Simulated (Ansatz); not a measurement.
**C3H4FGe radical: small, medium and large basis sets**

An exercise on one series of results from a longer session: the logs are not shown, and one member is left open.

Program: Ansatz 0.2.0, Gaussian basis. Level of theory: one geometry, several basis sets. These are calculated values, not measurements.

Plan: PBE0-D4/def2-SVP; ωB97M-V/def2-SVP; PBE0-D4/def2-QZVPP; ωB97M-V/def2-QZVPP; the functionals' def2-TZVPP values are taken from earlier runs.

## The relaxed structure

The geometry comes from an earlier relaxation with PBE0-D4 in a triple-zeta def2 set; it is a stationary point, not always the lowest conformer.

SMILES `C#[C][Ge]([CH3])[F]`, 9 atoms, charge 0, spin multiplicity 2.

Atoms are counted from 1 here; the program's logs count them from 0.

Bond lengths: C1–C2 1.208 Å, C1–H6 1.066 Å, C2–Ge3 1.900 Å, Ge3–C4 1.952 Å, Ge3–F5 1.749 Å, C4–H7 1.092 Å, C4–H8 1.089 Å, C4–H9 1.090 Å. Angles: C2–C1–H6 178.7°, C1–C2–Ge3 172.8°, C2–Ge3–C4 112.0°, C2–Ge3–F5 105.5°, C4–Ge3–F5 106.4°, Ge3–C4–H7 107.6°, Ge3–C4–H8 110.2°, Ge3–C4–H9 109.5°, H7–C4–H8 109.8°, H7–C4–H9 109.8°, H8–C4–H9 109.9°.

Set-up of the first run:

The input, in.yaml:

```yaml
crystal:
  periodic: [false, false, false]
  atoms:
    - {symbol: C, position_ang: [-0.096084, 2.656790, -0.010097]}
    - {symbol: C, position_ang: [0.262927, 1.509346, -0.128073]}
    - {symbol: Ge, position_ang: [0.990202, -0.245589, -0.147881]}
    - {symbol: C, position_ang: [-0.310802, -1.581360, 0.430562]}
    - {symbol: F, position_ang: [1.338093, -0.589651, -1.826608]}
    - {symbol: H, position_ang: [-0.427612, 3.666577, 0.075789]}
    - {symbol: H, position_ang: [-1.143317, -1.558911, -0.275659]}
    - {symbol: H, position_ang: [0.142382, -2.571171, 0.435045]}
    - {symbol: H, position_ang: [-0.667291, -1.332233, 1.429923]}
basis:
  gaussian: {orbitals: def2-SVP}
magnetization: {spin_polarized: true, initial_magnetization: 1}
hamiltonian: {xc: pbe0, dispersion: d4}
output: {orbitals: {seedname: orbitals}}
```

On the command line:

```console
$ ansatz run in.yaml --threads 2 --pin off --events-out ev --progress --plain --max-ram 32768MiB --backend cpu
```

Steps of the session up to this table: PBE0-D4 in def2-SVP; ωB97M-V in def2-SVP; PBE0-D4 in def2-QZVPP; ωB97M-V in def2-QZVPP.

One of the session's tables, all rows but one given; the rest of the session is left out.

It belongs to the step «Functionals by basis». 

```
functional       basis  HOMO (eV)  LUMO (eV)
   PBE0-D4    def2-SVP      -6.31      -2.98
   PBE0-D4  def2-TZVPP      -6.40      -3.05
   PBE0-D4  def2-QZVPP          ?          ?
   ωB97M-V    def2-SVP      -8.28      -1.14
   ωB97M-V  def2-TZVPP      -8.38      -1.25
   ωB97M-V  def2-QZVPP      -8.42      -1.34
```

Q: Estimate the row for PBE0-D4, def2-QZVPP from the others.

As computed: HOMO (eV): -6.43; LUMO (eV): -3.10. In the column «HOMO (eV)» it lies between ωB97M-V, def2-SVP (-8.28) and PBE0-D4, def2-TZVPP (-6.40).
